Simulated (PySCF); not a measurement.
# C3H5BF2O2S: runs on many settings

Which settings matter for C3H5BF2O2S (`O=S1(=O)CC[C@@H]1B(F)F`), and how do bad ones show?

Computed with PySCF 2.14.0, with density-fitted response routines of our own, on a single molecule in the gas phase. Atoms count from 0, in the outputs and in this text.

## Step 1: The molecule as given

14 atoms, charge 0, multiplicity 1; geometry from: GFN2-xTB.

Bonds of the start (Å): O0–S1 1.43, S1–O2 1.43, S1–C3 1.83, C3–C4 1.53, C4–C5 1.54, C5–B6 1.56, B6–F7 1.31, B6–F8 1.32, C5–S1 1.86, C3–H9 1.08, C3–H10 1.08, C4–H11 1.09, C4–H12 1.09, C5–H13 1.09.

## Step 2: Shielding tensors: PBE0/pcSseg-1

What the job is given:

```
{"job": {"kind": "nmr", "xc": "PBE0", "basis": "pcSseg-1"}, "charge": 0, "multiplicity": 1}
O      0.593433     1.660842     1.450615
S     -0.076239     1.351200     0.224813
O     -0.346363     2.422244    -0.685174
C     -1.483559     0.205675     0.423165
C     -0.762594    -0.821240    -0.457917
C      0.608379    -0.143548    -0.644605
B      1.830233    -0.690925     0.160496
F      3.062773    -0.299284    -0.065099
F      1.693438    -1.555493     1.143230
H     -2.416704     0.587718     0.025632
H     -1.593843    -0.090175     1.460051
H     -0.674785    -1.792121     0.029396
H     -1.267753    -0.956182    -1.412947
H      0.832907     0.120817    -1.673821
```

Method: GIAO PBE0/pcSseg-1 NMR shielding, non-relativistic, gas phase.

Launch:

```console
$ OMP_NUM_THREADS=1 python probes_run.py task.json out
```

The driver reads the jobs from task.json and runs them one after another.

Standard output:

```text
coarse grid: 13416 points
cycle   1  E = -889.4725460532  dE =  2.065e+00  |g| = 1.249e+00  |ddm| = 3.740e+00
cycle   2  E = -888.7487634805  dE =  7.238e-01  |g| = 2.357e+00  |ddm| = 2.665e+00
cycle   3  E = -889.7342710800  dE = -9.855e-01  |g| = 2.488e-01  |ddm| = 1.956e+00
cycle   4  E = -889.7467804774  dE = -1.251e-02  |g| = 8.698e-02  |ddm| = 2.614e-01
cycle   5  E = -889.7481947240  dE = -1.414e-03  |g| = 1.846e-02  |ddm| = 6.128e-02
cycle   6  E = -889.7482500488  dE = -5.532e-05  |g| = 8.233e-03  |ddm| = 1.850e-02
cycle   7  E = -889.7482610623  dE = -1.101e-05  |g| = 2.950e-03  |ddm| = 7.369e-03
cycle   8  E = -889.7482626718  dE = -1.609e-06  |g| = 4.854e-04  |ddm| = 2.406e-03
final grid: 129064 points
cycle   9  E = -889.8333859768  dE = -5.376e-05  |g| = 1.181e-02  |ddm| = 2.971e-02
cycle  10  E = -889.8333352164  dE =  5.076e-05  |g| = 1.947e-02  |ddm| = 2.523e-02
cycle  11  E = -889.8334146027  dE = -7.939e-05  |g| = 2.395e-03  |ddm| = 1.661e-02
cycle  12  E = -889.8334156010  dE = -9.983e-07  |g| = 2.696e-04  |ddm| = 1.805e-03
cycle  13  E = -889.8334156179  dE = -1.683e-08  |g| = 8.048e-05  |ddm| = 3.140e-04
cycle  14  E = -889.8334156183  dE = -4.770e-10  |g| = 6.472e-05  |ddm| = 1.006e-04
cycle  15  E = -889.8334156191  dE = -7.653e-10  |g| = 6.818e-06  |ddm| = 4.812e-05
converged SCF energy = -889.8334156191

GIAO shielding tensors (ppm)
atom      isotropic    diamagn.    paramagn.     s11        s22        s33       span
  0 O       61.880     399.536    -337.656     37.514     65.623     82.502     44.988
  1 S      199.720    1051.394    -851.675     65.534    133.550    400.075    334.541
  2 O       66.472     398.483    -332.011     26.883     74.625     97.909     71.026
  3 C      111.302     258.001    -146.699     53.278    104.818    175.809    122.530
  4 C      179.980     249.988     -70.008    171.365    182.025    186.549     15.184
  5 C      110.706     264.675    -153.969     57.814    100.097    174.207    116.393
  6 B       76.223     193.287    -117.064     63.051     80.617     85.001     21.950
  7 F      238.001     466.183    -228.181     63.814    284.065    366.126    302.312
  8 F      245.151     469.621    -224.470     65.017    289.318    381.118    316.100
  9 H       27.446      30.064      -2.618     23.914     26.322     32.102      8.187
 10 H       27.401      31.004      -3.603     24.144     26.635     31.424      7.280
 11 H       29.524      30.868      -1.344     25.511     27.652     35.408      9.897
 12 H       29.626      30.726      -1.099     25.807     26.308     36.764     10.957
 13 H       27.405      32.934      -5.529     24.862     26.836     30.518      5.656
```

It took 46 s on 1 thread of Arm Neoverse V1, shared host; peak memory 0.82 GiB.

The references, computed at this level on geometries of the same kind, shield at (ppm): ¹H TMS 31.72, ¹³C TMS 186.9, ¹⁹F CFCl3 170.9, ¹⁷O H2O 336.1, ¹¹B BF3·OEt2 100.1, ³³S CS2 504. Their shielding less the atom's gives the shift. The references are single molecules in the gas phase, so shifts against H2O, NH3, PH3, H3PO4 or CFCl3 are not on the usual liquid scales and can be off by tens of ppm. Atoms listed in one row are averaged.

| atoms | environment | σ (ppm) | δ (ppm) | δ scaled to CDCl3 |
| --- | --- | --- | --- | --- |
| C5 | sp3 CH bonded to B and S | 110.7 | 76.2 | 68.1 |
| C3 | sp3 CH2 bonded to S | 111.3 | 75.6 | 67.5 |
| C4 | sp3 CH2 in a ring | 180.0 | 6.9 | 4.9 |
| H10 | hydrogen on an sp3 CH2 bonded to S | 27.40 | 4.32 | 4.17 |
| H13 | hydrogen on an sp3 CH bonded to B and S | 27.41 | 4.31 | 4.17 |
| H9 | hydrogen on an sp3 CH2 bonded to S | 27.45 | 4.27 | 4.13 |
| H11 | hydrogen on an sp3 CH2 in a ring | 29.52 | 2.19 | 2.17 |
| H12 | hydrogen on an sp3 CH2 in a ring | 29.63 | 2.09 | 2.08 |
| O0 | S=O oxygen | 61.9 | 274.2 | – |
| O2 | S=O oxygen | 66.5 | 269.6 | – |
| S1 | sulfone sulfur | 200 | 304 | – |
| B6 | boron bonded to C, 2 F | 76.2 | 23.8 | – |
| F7, F8 | fluorine bonded to B | 241.6 | -70.6 | – |

The scaled column applies a straight-line fit of computed shieldings to shifts measured in CDCl3, with any fitted terms for Cl, Br or S neighbours, and one for carbons that bear F (root-mean-square error 0.16 ppm for H, 1.9 ppm for C).

The run also stored atomic charges by several schemes (e):

```csv
atoms,Mulliken,IAO,Hirshfeld,ESP fit
O0,-0.51,-0.86,-0.30,-0.50
S1,0.97,1.98,0.53,1.01
O2,-0.50,-0.86,-0.31,-0.51
C3,-0.29,-0.48,-0.07,-0.33
C4,-0.18,-0.27,-0.07,-0.04
C5,-0.60,-0.51,-0.12,-0.39
B6,0.83,0.73,0.31,0.70
"F7, F8",-0.28,-0.30,-0.13,-0.27
```

Mayer bond orders: O0–S1 1.73, S1–O2 1.75, S1–C3 0.87, C3–C4 1.03, C4–C5 0.99, C5–B6 0.88, B6–F7 1.15, B6–F8 1.13, C5–S1 0.83.

Ring of atoms S1, C3, C4, C5: NICS(0) -2.9, NICS(1) -0.9, NICS(1)zz 0.3 ppm (means of both faces).

## Step 3: Ultraviolet spectrum: PBE0/def2-SVPD

The job, as its differences from that of step 2:

```diff
@@ -1,2 +1,2 @@
-{"job": {"kind": "nmr", "xc": "PBE0", "basis": "pcSseg-1"}, "charge": 0, "multiplicity": 1}
+{"job": {"kind": "uv", "xc": "PBE0", "basis": "def2-SVPD", "nstates": 6, "ntriplets": 2}, "charge": 0, "multiplicity": 1}
 O      0.593433     1.660842     1.450615
```

Level: TDDFT PBE0/def2-SVPD, vertical, gas phase, core orbitals frozen in the response.

Standard output:

```text
coarse grid: 13416 points
cycle   1  E = -889.0669062006  dE =  1.993e+00  |g| = 1.173e+00  |ddm| = 5.880e+00
cycle   2  E = -888.3409679559  dE =  7.259e-01  |g| = 2.285e+00  |ddm| = 4.252e+00
cycle   3  E = -889.3146478777  dE = -9.737e-01  |g| = 2.382e-01  |ddm| = 3.055e+00
cycle   4  E = -889.3265169045  dE = -1.187e-02  |g| = 8.284e-02  |ddm| = 4.327e-01
cycle   5  E = -889.3278992846  dE = -1.382e-03  |g| = 1.737e-02  |ddm| = 1.120e-01
cycle   6  E = -889.3279532472  dE = -5.396e-05  |g| = 7.010e-03  |ddm| = 2.685e-02
cycle   7  E = -889.3279614856  dE = -8.238e-06  |g| = 2.731e-03  |ddm| = 9.473e-03
final grid: 129064 points
cycle   8  E = -889.4403858370  dE = -4.078e-05  |g| = 1.283e-02  |ddm| = 1.119e-01
cycle   9  E = -889.4403137692  dE =  7.207e-05  |g| = 2.243e-02  |ddm| = 4.145e-02
cycle  10  E = -889.4404210075  dE = -1.072e-04  |g| = 2.572e-03  |ddm| = 2.719e-02
cycle  11  E = -889.4404223186  dE = -1.311e-06  |g| = 3.699e-04  |ddm| = 3.691e-03
cycle  12  E = -889.4404223382  dE = -1.959e-08  |g| = 2.526e-04  |ddm| = 8.484e-04
cycle  13  E = -889.4404223502  dE = -1.197e-08  |g| = 4.278e-05  |ddm| = 3.033e-04
cycle  14  E = -889.4404223506  dE = -3.654e-10  |g| = 9.035e-06  |ddm| = 8.719e-05
converged SCF energy = -889.4404223506

Static polarisability (au): isotropic 70.993, principal 64.095 72.671 76.213

Singlet excitations
state   eV       nm        f      main configurations
  1   6.4615    191.9   0.09806   H->L 0.94
  2   6.7024    185.0   0.00824   H-1->L 0.95
  3   7.2442    171.1   0.01481   H-2->L 0.77, H-3->L 0.19
  4   7.3505    168.7   0.01699   H-3->L 0.77, H-2->L 0.17
  5   7.7354    160.3   0.01785   H->L+1 0.77, H->L+2 0.17
  6   7.9831    155.3   0.03616   H->L+2 0.68, H->L+1 0.19

Triplet excitations (Tamm-Dancoff, eV): 5.7004 6.4850
```

Run time: 81 s. Hardware: 1 thread of Arm Neoverse V1, shared host; peak memory 0.94 GiB.

The orbitals next to the gap, with their largest atomic shares:

| orbital | eV | atoms |
| --- | --- | --- |
| HOMO−3 | -9.83 | O0 45 %, O2 36 %, S1 10 % |
| HOMO−2 | -9.68 | O0 30 %, O2 26 %, S1 14 % |
| HOMO−1 | -9.23 | O2 42 %, O0 39 %, S1 5 % |
| HOMO | -8.81 | O2 25 %, C5 19 %, O0 18 % |
| LUMO | -1.18 | B6 30 %, C5 16 %, S1 12 % |
| LUMO+1 | 0.09 | B6 18 %, S1 12 %, H12 12 % |
| LUMO+2 | 0.47 | S1 22 %, B6 19 %, C3 8 % |

With each of the 6 states as a Gaussian band of 0.4 eV half-width at 1/e, the curve within the window shown has maxima at 192 nm (ε 4,200), 158 nm (ε 2,200) L/(mol cm). Beyond the last state computed it falls off for lack of states. The curve at chosen wavelengths:

nm, ε (L/mol/cm) and a bar:
```
      150        949 ####
      152       1396 #######
      155       1955 ############
      157       2145 #############
      160       2151 #############
      162       2053 #############
      165       1890 ###########
      167       1796 ##########
      170       1658 #########
      172       1565 #########
      174       1502 ########
      177       1567 #########
      179       1780 ##########
      182       2374 ###############
      184       2894 ###################
      187       3661 ##########################
      189       4034 #############################
      191       4216 ##############################
      194       4081 #############################
      196       3747 ##########################
      199       3014 ####################
      201       2464 ################
      204       1685 ##########
      206       1246 ######
      209        740 ##
      211        502
```

Further results of this job:

```
           property  computed
  dipole moment (D)      5.09
polarisability (Å³)     10.52
 HOMO–LUMO gap (eV)      7.63
      −ε(HOMO) (eV)      8.81
```

## Step 4: Indirect couplings: HSE06/cc-pCVDZ

The job, as its differences from that of step 3:

```diff
@@ -1,2 +1,2 @@
-{"job": {"kind": "uv", "xc": "PBE0", "basis": "def2-SVPD", "nstates": 6, "ntriplets": 2}, "charge": 0, "multiplicity": 1}
+{"job": {"kind": "j", "xc": "HSE06", "basis": "cc-pCVDZ", "scf": {"max_cycle": 76}}, "charge": 2, "multiplicity": 1}
 O      0.593433     1.660842     1.450615
```

Method: HSE06/cc-pCVDZ.

Standard output:

```text
KeyError: 'Element h (Z=1) not found in basis cc-pCVDZ version 0'
```

Wall time 0.04 s (1 thread of Arm Neoverse V1, shared host).

Why it failed: The basis cc-pCVDZ has no functions for an element of the molecule, so the input was refused before any integral. The remedy is to choose a basis that covers all elements.

## Step 5: Ultraviolet spectrum: X3LYP/def2-SVPD

The job, as its differences from that of step 4:

```diff
@@ -1,2 +1,2 @@
-{"job": {"kind": "j", "xc": "HSE06", "basis": "cc-pCVDZ", "scf": {"max_cycle": 76}}, "charge": 2, "multiplicity": 1}
+{"job": {"kind": "uv", "xc": "X3LYP", "basis": "def2-SVPD", "nstates": 25, "ntriplets": 2, "tda": false}, "charge": 0, "multiplicity": 1}
 O      0.593433     1.660842     1.450615
```

With the program's defaults for keys left out, this is: TDDFT X3LYP/def2-SVPD, vertical, gas phase, core orbitals frozen in the response.

Standard output:

```text
coarse grid: 13416 points
cycle   1  E = -889.4633189201  dE =  1.990e+00  |g| = 1.258e+00  |ddm| = 6.075e+00
cycle   2  E = -888.5091579354  dE =  9.542e-01  |g| = 2.571e+00  |ddm| = 4.434e+00
cycle   3  E = -889.7415334559  dE = -1.232e+00  |g| = 2.882e-01  |ddm| = 3.226e+00
cycle   4  E = -889.7591904884  dE = -1.766e-02  |g| = 1.037e-01  |ddm| = 5.080e-01
cycle   5  E = -889.7613536028  dE = -2.163e-03  |g| = 2.335e-02  |ddm| = 1.337e-01
cycle   6  E = -889.7614486719  dE = -9.507e-05  |g| = 9.754e-03  |ddm| = 3.334e-02
cycle   7  E = -889.7614647732  dE = -1.610e-05  |g| = 3.638e-03  |ddm| = 1.242e-02
cycle   8  E = -889.7614673519  dE = -2.579e-06  |g| = 5.619e-04  |ddm| = 4.210e-03
final grid: 129064 points
cycle   9  E = -889.8789600854  dE = -6.157e-05  |g| = 5.597e-03  |ddm| = 1.180e-01
cycle  10  E = -889.8789485279  dE =  1.156e-05  |g| = 9.023e-03  |ddm| = 1.864e-02
cycle  11  E = -889.8789672539  dE = -1.873e-05  |g| = 1.539e-03  |ddm| = 1.199e-02
cycle  12  E = -889.8789676911  dE = -4.372e-07  |g| = 2.419e-04  |ddm| = 1.958e-03
cycle  13  E = -889.8789677025  dE = -1.141e-08  |g| = 1.031e-04  |ddm| = 6.118e-04
cycle  14  E = -889.8789677040  dE = -1.501e-09  |g| = 6.187e-05  |ddm| = 1.692e-04
cycle  15  E = -889.8789677047  dE = -7.090e-10  |g| = 1.085e-05  |ddm| = 7.235e-05
converged SCF energy = -889.8789677047

Static polarisability (au): isotropic 71.802, principal 64.833 73.468 77.106

Singlet excitations
state   eV       nm        f      main configurations
  1   6.3235    196.1   0.09490   H->L 0.93
  2   6.5205    190.1   0.00852   H-1->L 0.95
  3   7.0755    175.2   0.01053   H-2->L 0.61, H-3->L 0.35
  4   7.1511    173.4   0.02157   H-3->L 0.62, H-2->L 0.33
  5   7.4673    166.0   0.02715   H->L+1 0.92
  6   7.7392    160.2   0.02645   H->L+2 0.80
  7   7.9218    156.5   0.00577   H-1->L+1 0.81, H->L+3 0.12
  8   7.9964    155.1   0.02544   H-4->L 0.59, H->L+3 0.17
  9   8.0036    154.9   0.01400   H->L+3 0.41, H-4->L 0.27, H->L+4 0.17
 10   8.1207    152.7   0.00656   H-1->L+2 0.67, H-1->L+5 0.12, H-1->L+3 0.10
 11   8.1600    151.9   0.03369   H->L+4 0.51, H-1->L+3 0.11, H->L+5 0.10
 12   8.2778    149.8   0.01398   H-1->L+3 0.34, H-2->L+1 0.14, H-1->L+2 0.13
 13   8.3423    148.6   0.00021   H->L+5 0.30, H-2->L+1 0.23, H->L+4 0.14
 14   8.3993    147.6   0.00420   H-2->L+1 0.52, H-5->L 0.14, H->L+5 0.10
 15   8.4700    146.4   0.02015   H-5->L 0.64, H->L+5 0.16, H-3->L+1 0.10
 16   8.4935    146.0   0.00240   H-1->L+4 0.44, H-3->L+1 0.21, H-1->L+5 0.09
 17   8.5436    145.1   0.01346   H-3->L+1 0.48, H->L+5 0.19
 18   8.6413    143.5   0.00559   H-2->L+2 0.51, H-3->L+2 0.18, H-2->L+3 0.12
 19   8.6547    143.3   0.00523   H-3->L+2 0.53, H-2->L+2 0.17, H-3->L+4 0.09
 20   8.7124    142.3   0.00940   H-2->L+3 0.57, H-2->L+2 0.09
 21   8.7901    141.0   0.00206   H->L+6 0.52, H-1->L+5 0.18, H-1->L+4 0.11
 22   8.8146    140.7   0.00375   H-1->L+5 0.34, H->L+6 0.20, H-1->L+4 0.12
 23   8.9595    138.4   0.08334   H-2->L+4 0.42, H-3->L+3 0.23, H-2->L+5 0.13
 24   8.9922    137.9   0.03687   H-3->L+4 0.43, H-3->L+5 0.21, H-2->L+4 0.11
 25   9.0988    136.3   0.00936   H->L+7 0.49, H-1->L+6 0.27

Triplet excitations (Tamm-Dancoff, eV): 5.6335 6.3399
```

Wall time 2.1 min (1 thread of Arm Neoverse V1, shared host); peak memory 0.95 GiB.

In short: HOMO -8.64 eV, LUMO -1.36 eV; lowest singlet 6.32 eV.

## Step 6: Shielding tensors: TPSS/pcSseg-1

The job, as its differences from that of step 5:

```diff
@@ -1,2 +1,2 @@
-{"job": {"kind": "uv", "xc": "X3LYP", "basis": "def2-SVPD", "nstates": 25, "ntriplets": 2, "tda": false}, "charge": 0, "multiplicity": 1}
+{"job": {"kind": "nmr", "xc": "TPSS", "basis": "pcSseg-1", "pop": false, "scf": {"guess": "random", "max_cycle": 72}}, "charge": 0, "multiplicity": 1}
 O      0.593433     1.660842     1.450615
```

Level: TPSS/pcSseg-1.

Standard output:

```text
NotImplementedError: meta-GGA GIAO
```

Wall time 58 s (1 thread of Arm Neoverse V1, shared host); peak memory 0.72 GiB.

Diagnosis: This response code has no terms for the kinetic-energy density, so it refuses meta-GGA functionals here. The remedy is to take a GGA or a hybrid, or another code.

## Step 7: Side by side: electronic excitations

Excitations and ground-state properties, with basis size and wall time:

```
            run  lowest singlet (eV)  brightest (eV)      f  gap (eV)  α (Å³)  μ (D)  functions     time
 PBE0/def2-SVPD                 6.46            6.46  0.098      7.63   10.52   5.09        239     81 s
X3LYP/def2-SVPD                 6.32            6.32  0.095      7.29   10.64   5.13        239  2.1 min
```

## Step 8: Results

```
                                                                 quantity                                            value
                                   ¹³C shifts against TMS (PBE0/pcSseg-1)                              76.2, 75.6, 6.9 ppm
                                    ¹H shifts against TMS (PBE0/pcSseg-1)                 4.32, 4.31, 4.27, 2.19, 2.09 ppm
                                   ¹⁷O shifts against H2O (PBE0/pcSseg-1)                                 274.2, 269.6 ppm
                                   ³³S shifts against CS2 (PBE0/pcSseg-1)                                          304 ppm
                              ¹¹B shifts against BF3·OEt2 (PBE0/pcSseg-1)                                         23.8 ppm
¹⁹F shifts against CFCl3 (PBE0/pcSseg-1, means over atoms taken as alike)                                        -70.6 ppm
                                          lowest singlet (PBE0/def2-SVPD)                      6.46 eV (192 nm), f = 0.098
                                                           lowest triplet                                          5.70 eV
                                              range of the lowest singlet                                  6.32 to 6.46 eV
                                            property runs in this session  5, of which 2 failed and 0 gave unsound results
```

What this shows: Single values in the summary come from the first run of each kind that ended normally (PBE0/pcSseg-1; PBE0/def2-SVPD), which need not be the best level. At PBE0/pcSseg-1: The widest tensor belongs to S1: span 335 ppm, with a paramagnetic part of -852 ppm. The lowest singlet, at 6.46 eV, is HOMO→LUMO 0.94 and is bright. The lowest triplet lies 0.76 eV below the lowest singlet (triplets in Tamm-Dancoff, singlets in full TDDFT). The lowest singlet runs from 6.32 eV (X3LYP/def2-SVPD) to 6.46 eV (PBE0/def2-SVPD), while the orbital gap spans 7.29 to 7.63 eV. The lowest state need not be the same one in every run. The runs solved for a few states only, so the brightest column depends on that window.
